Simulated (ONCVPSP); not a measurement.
# An ONCV potential for tantalum, from input to tests

Do these settings give a usable potential? It is generated, then checked for transferability, scattering, ghosts and hardness.

Program: ONCVPSP 4.0.1.1 (patched build). Reference atom: PBE, scalar-relativistic, spherical and spin-unpolarised. All values are calculated.

### Step 1. The design

Typed settings, in words:

```json
{"element": "tantalum (Ta, Z = 73)", "type": "optimised norm-conserving Vanderbilt (ONCV)", "frozen core": "[Kr] 4d10", "valence charge": "27", "reference configuration": "4f13.5 5s2 5p6 5d3.5 6s2", "partial waves": "5s+6s: rc 2.05 bohr, ncon 3, nbas 7, qcut 4.7 1/bohr, 2 projectors; 5p: rc 2.00 bohr, ncon 3, nbas 6, qcut 6 1/bohr, 1 projector; 5d: rc 2.35 bohr, ncon 4, nbas 9, qcut 7.4 1/bohr, 2 projectors, debl 3.8 Ha; 4f: rc 0.65 bohr, ncon 4, nbas 8, qcut 22 1/bohr, 3 projectors, debl 2.8 Ha", "local potential": "polynomial inside 0.50 bohr (lpopt 5, dvloc0 3 Ha)", "core correction": "not asked for"}
```

The nodes and maxima of the atom's own shells, from an earlier all-electron run, set the scale for the radii.

All-electron outer shells of the reference configuration (PBE, scalar-relativistic, ld1.x):

| shell | level (eV) | outermost node (bohr) | outermost maximum (bohr) |
| --- | --- | --- | --- |
| 4d | -226.80 | 0.22 | 0.46 |
| 5s | -75.01 | 0.54 | 0.98 |
| 5p | -40.90 | 0.58 | 1.12 |
| 4f | -28.83 | – | 0.44 |
| 6s | -5.53 | 1.31 | 2.74 |
| 5d | -4.10 | 0.65 | 1.54 |
| 6p | -1.38 | 1.58 | 3.85 |

### Step 2. Generation

The input, Ta.dat:

```
# ATOM AND REFERENCE CONFIGURATION
# atsym  z   nc   nv     iexc    psfile
  Ta 73.00    9    5        4      upf
#
#   n    l    f
    1    0    2.00
    2    0    2.00
    2    1    6.00
    3    0    2.00
    3    1    6.00
    3    2   10.00
    4    0    2.00
    4    1    6.00
    4    2   10.00
    4    3   13.50
    5    0    2.00
    5    1    6.00
    5    2    3.50
    6    0    2.00
#
# PSEUDOPOTENTIAL AND OPTIMIZATION
# lmax
    3
#
#   l,   rc,      ep,       ncon, nbas, qcut
    0    2.05    0.00    3    7    4.70
    1    2.00    0.00    3    6    6.00
    2    2.35    0.00    4    9    7.40
    3    0.65    0.00    4    8   22.00
#
# LOCAL POTENTIAL
# lloc, lpopt,  rc(5),   dvloc0
    4    5    0.50    3.00
#
# VANDERBILT-KLEINMAN-BYLANDER PROJECTORs
# l, nproj, debl
    0    2    0.90
    1    1    1.60
    2    2    3.80
    3    3    2.80
#
# MODEL CORE CHARGE
# icmod, fcfact, rcfact
    0    0.00    0.00
#
# LOG DERIVATIVE ANALYSIS
# epsh1, epsh2, depsh
   -4.00    5.00    0.02
#
# OUTPUT GRID
# rlmax, drl
    6.00    0.01
#
# TEST CONFIGURATIONS
# ncnf
    4
# nvcnf
#   n    l    f
    5
    4    3   14.00
    5    0    2.00
    5    1    6.00
    5    2    3.00
    6    0    2.00
#
    5
    4    3   14.00
    5    0    2.00
    5    1    6.00
    5    2    3.00
    6    0    1.00
#
    5
    4    3   14.00
    5    0    2.00
    5    1    6.00
    5    2    3.00
    6    0    0.00
#
    6
    4    3   14.00
    5    0    2.00
    5    1    6.00
    5    2    3.00
    6    0    1.00
    6    1    1.00
#
```

The run is started by

```bash
$ oncvpsp.x < Ta.dat > Ta.out
```

Before running it: what results should come out? Wanted: cutoffs for 1 and 0.1 mHa per electron, occupied waves; bound ghosts; GHOST(+) flags; largest miss of a reference level; largest test error; largest phase difference near zero energy, channels read.

**Answer**, as computed:

| quantity | value |
| --- | --- |
| cutoffs for 1 and 0.1 mHa per electron, occupied waves | 292 Ha and 634 Ha |
| bound ghosts | s at -1055.37 eV, p at -658.27 eV, d at -14.40 eV |
| GHOST(+) flags | s at 10 eV, f at 187 eV, f at 8444 eV |
| largest miss of a reference level | 144 meV (4f) |
| largest test error (AE − PS) | +164 meV, for 4f14 5s2 5p6 5d3 6s1 6p1 |
| largest phase difference near zero energy, channels read | 0.232 rad |

What this shows: It has a bound ghost (s, p, d), a state that the atom doesn't have, and that rules the file out. Already in the reference configuration the 4f level is off by 144 meV. By total energies transferability is poor: the largest error is 164 meV on 7.3 eV, for 4f14 5s2 5p6 5d3 6s1 6p1. It counts as very hard, with 292 Ha needed at the looser tolerance. At the looser tolerance the 4f wave is the slowest; 5d needs 14 Ha. Near zero energy the largest phase difference among the channels read is 0.23 rad, in the s channel. The pseudo curves have poles with no partner nearby in the atom's: s at 0.36 Ha, d at -0.53 Ha. At positive energy that is a spurious or a displaced resonance. The program also flags highly localised states, GHOST(+) (s, f). All of this concerns the isolated atom, not yet a solid.
